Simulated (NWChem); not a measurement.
# CuH2OF (SMILES [OH2+][Cu-][F]) at M06-2X/pcseg-1

Aim: the vertical ionisation energy of CuH2OF at M06-2X/pcseg-1, from 2 runs. 

The results are computed with NWChem 7.3.0.

## (1) Starting point

The species is CuH2OF (5 atoms), meant as a singlet with charge 0. SMILES: `[OH2+][Cu-][F]`. The coordinates come from a PBE0-D4/def2-TZVP relaxation. This is one conformer, not always the lowest.

Bond lengths: O1–Cu2 1.925 Å, Cu2–F3 1.755 Å, O1–H4 0.963 Å, O1–H5 0.963 Å. Angles: O1–Cu2–F3 180.0°, Cu2–O1–H4 114.2°, Cu2–O1–H5 114.2°, H4–O1–H5 107.1°.

## (2) The energy at M06-2X/pcseg-1

Contents of work.nw:

```
start work
title "CuFH2O"
memory 2200 mb

geometry units au noautosym nocenter noautoz
O  -1.47889967  0.48244708 -0.96772875
Cu  1.39745247 -1.06920704  0.62984572
F   4.01869158 -2.48574574  2.08493483
H  -2.77430692  1.02158594  0.19048439
H  -1.06864012  1.91145798 -2.01614880
end

basis spherical bse
* library pcseg-1
end

dft
xc m06-2x
mult 1
grid fine
convergence energy 1e-08
maxiter 100
mulliken
noprint "final vectors analysis"
end

task dft energy
```

The run is started by

```sh
$ nwchem work.nw > work.out
```

Log:

```text
[...]
          Wavefunction type:  closed shell.
          No. of atoms     :     5
          No. of electrons :    48
[...]
          Charge           :     0
          Spin multiplicity:     1
[...]
          AO basis - number of functions:    69
[...]
              XC Information
              --------------
                       M06-2X Method XC Functional
                     Hartree-Fock (Exact) Exchange  0.540
                        M06-2X Exchange Functional  1.000
                      M06-2X Correlation Potential  1.000
[...]
 d= 0,ls=0.0,diis     1  -1816.2887421164 -1.99D+03  3.71D-02  2.12D+00     1.3
[...]
 d= 0,ls=0.0,diis    12  -1816.4930414601 -6.20D-09  1.10D-06  5.40D-09    10.1
         Total DFT energy =    -1816.493041460055
      One electron energy =    -2887.414218908316
           Coulomb energy =      981.354663189621
    Exchange-Corr. energy =      -87.072844405812
 Nuclear repulsion energy =      176.639358664452
[...]
      Total Density - Mulliken Population Analysis
     ---------------------------------------------
    Atom       Charge   Shell Charges
 -----------   ------   -------------------------------------------------------
    1 O    8     8.44   2.00  0.89  0.80  2.98  1.76  0.01
    2 Cu  29    28.46   2.00  2.00  1.99  0.32  0.21  6.00  5.98  0.20  8.34  1.42  0.00
    3 F    9     9.66   2.00  0.92  1.03  3.40  2.30  0.00
    4 H    1     0.72   0.65  0.01  0.05
    5 H    1     0.72   0.65  0.01  0.05
[...]
```

It took 11 s on 1 thread of AMD EPYC 9R45 (Zen 5), shared host; peak memory 0.11 GiB.

## (3) The doublet cation

Contents of cufh2o.nw:

```
start cufh2o
memory total 2200 mb
charge 1

geometry noautosym nocenter noautoz
   O    -0.782600    0.255300   -0.512100
   Cu    0.739500   -0.565800    0.333300
   F     2.126600   -1.315400    1.103300
   H    -1.468100    0.540600    0.100800
   H    -0.565500    1.011500   -1.066900
end

basis "ao basis" spherical bse
   * library pcseg-1
end

dft
   xc m06-2x
   mult 2
   grid fine
   convergence energy 1e-08
   maxiter 100
   mulliken
   print low
end

task dft energy
```

The run is started by

```sh
$ nwchem cufh2o.nw > cufh2o.out
```

Log:

```text
[...]
 d= 0,ls=0.0,diis     1  -1815.0168751428 -1.99D+03  6.91D-02  2.29D+00     1.5
[...]
 d= 0,ls=0.5,diis    69  -1816.1588419606 -6.65D-09  1.49D-07  6.97D-11    76.1
[...]
         Total DFT energy =    -1816.158841961902
      One electron energy =    -2868.374703355081
           Coulomb energy =      962.188656787189
    Exchange-Corr. energy =      -86.612166824202
 Nuclear repulsion energy =      176.639371430191
[...]
      Total Density - Mulliken Population Analysis
     ---------------------------------------------
    Atom       Charge   Shell Charges
 -----------   ------   -------------------------------------------------------
    1 O    8     8.40   2.00  0.89  0.79  3.00  1.71  0.01
    2 Cu  29    27.83   2.00  2.00  1.99  0.38  0.01  6.00  5.99  0.26  8.14  1.06  0.00
    3 F    9     9.42   2.00  0.95  1.02  3.37  2.09  0.01
    4 H    1     0.67   0.63 -0.01  0.06
    5 H    1     0.67   0.63 -0.01  0.06
[...]
      <S2> =      0.7564 (Exact =     0.7500)
[...]
```

It took 78 s on 1 thread of AMD EPYC 9R45 (Zen 5), shared host; peak memory 0.12 GiB.

## (4) What came out

At M06-2X/pcseg-1:

```
                                          quantity           value
                      singlet CuH2OF: total energy  -1816.49304 Eh
                     singlet CuH2OF: dipole moment          8.46 D
                      doublet cation: total energy  -1816.15884 Eh
                              doublet cation: ⟨S²⟩           0.756
vertical ionisation energy (to the doublet cation)        9.094 eV
```

**Reading.** Removing an electron at fixed nuclei costs 9.09 eV (877 kJ/mol).
